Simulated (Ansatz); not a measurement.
**B2H4SSi: one species, many methods**

The task here is to estimate one member of a computed series from the others.

The runs use Ansatz 0.2.0, Gaussian basis; functionals in def2-TZVPP, the program's frozen cores in correlated methods.

Plan: LDA (SPW92), PBE-D4, revPBE-D4, BLYP-D4, r2SCAN-D4, B97M-V, PBE0-D4, B3LYP-D4, r2SCANh-D4, r2SCAN0-D4, HSE06-D4, BHLYP-D4, CAM-B3LYP-D4, LC-ωPBE, ωB97X-V, ωB97M-V, B2PLYP, PBE-QIDH; CCSD(T)/def2-SVP; CCSD(T)/def2-TZVPP; MP2/def2-QZVPP; extrapolation to the limit; RPA on PBE.

### The relaxed structure

An earlier PBE0-D4 in a triple-zeta def2 set relaxation fixed the geometry.

SMILES `B[SiH]1BS1`, 8 atoms, charge 0, spin multiplicity 1.

Atoms are counted from 1 here; the program's logs count them from 0.

Bond lengths: B1–Si2 1.966 Å, B1–H5 1.195 Å, B1–H6 1.194 Å, Si2–B3 1.968 Å, Si2–S4 2.194 Å, Si2–H7 1.484 Å, B3–S4 1.743 Å, B3–H8 1.184 Å. Angles: Si2–B1–H5 121.6°, Si2–B1–H6 119.0°, H5–B1–H6 119.2°, B1–Si2–B3 119.4°, B1–Si2–S4 115.9°, B1–Si2–H7 120.9°, B3–Si2–S4 49.1°, B3–Si2–H7 117.8°, S4–Si2–H7 111.6°, Si2–B3–S4 72.2°, Si2–B3–H8 151.7°, S4–B3–H8 136.1°, Si2–S4–B3 58.7°.

The first run:

File in.yaml:

```yaml
crystal:
  periodic: [false, false, false]
  atoms:
    - {symbol: B, position_ang: [-0.375039, 1.628410, -0.064837]}
    - {symbol: Si, position_ang: [0.662782, -0.039997, -0.141991]}
    - {symbol: B, position_ang: [-0.169225, -1.722430, 0.451071]}
    - {symbol: S, position_ang: [-0.238763, -1.678329, -1.289611]}
    - {symbol: H, position_ang: [0.101508, 2.644203, 0.346485]}
    - {symbol: H, position_ang: [-1.531371, 1.605825, -0.361563]}
    - {symbol: H, position_ang: [2.139092, -0.013400, -0.293913]}
    - {symbol: H, position_ang: [-0.496785, -2.481384, 1.298459]}
basis:
  gaussian: {orbitals: def2-TZVPP}
hamiltonian: {xc: lda}
output: {orbitals: {seedname: orbitals}}
```

Launch:

```sh
$ ansatz run in.yaml --threads 2 --pin off --events-out ev --progress --plain --max-ram 4352MiB
```

Steps of the session up to this table: LDA; PBE-D4 (GGA); revPBE-D4 (GGA); BLYP-D4 (GGA); r2SCAN-D4 (meta-GGA); B97M-V (meta-GGA); B3LYP-D4 (hybrid); r2SCANh-D4 (hybrid); r2SCAN0-D4 (hybrid); HSE06-D4 (hybrid); BHLYP-D4 (hybrid); CAM-B3LYP-D4 (range-separated); LC-ωPBE (range-separated); ωB97X-V (range-separated); ωB97M-V (range-separated); B2PLYP (double hybrid); PBE-QIDH (double hybrid).

One table of the session follows, with a row left open; its other results are not shown here.

It belongs to the step «Frontier levels by functional». 

```
  functional  HOMO (eV)  LUMO (eV)  gap (eV)
 LDA (SPW92)      -6.42      -3.85      2.58
      PBE-D4      -6.28      -3.61      2.67
   revPBE-D4      -6.22      -3.52      2.71
     BLYP-D4      -6.09      -3.43      2.67
   r2SCAN-D4      -6.44      -3.38      3.06
      B97M-V      -6.47      -3.45      3.02
     PBE0-D4      -7.20      -2.75      4.45
    B3LYP-D4      -7.00      -2.92      4.08
  r2SCANh-D4      -6.79      -3.08      3.71
  r2SCAN0-D4      -7.32      -2.62      4.70
    HSE06-D4      -6.82      -3.13      3.69
    BHLYP-D4      -8.00      -1.76      6.24
CAM-B3LYP-D4      -8.36      -1.68      6.68
     LC-ωPBE          ?          ?         ?
     ωB97X-V      -9.30      -0.66      8.64
     ωB97M-V      -9.14      -0.85      8.29
```

Estimate the missing values for LC-ωPBE.

As computed: HOMO (eV): -9.61; LUMO (eV): -0.60; gap (eV): 9.02. In the column «HOMO (eV)» it is the lowest.
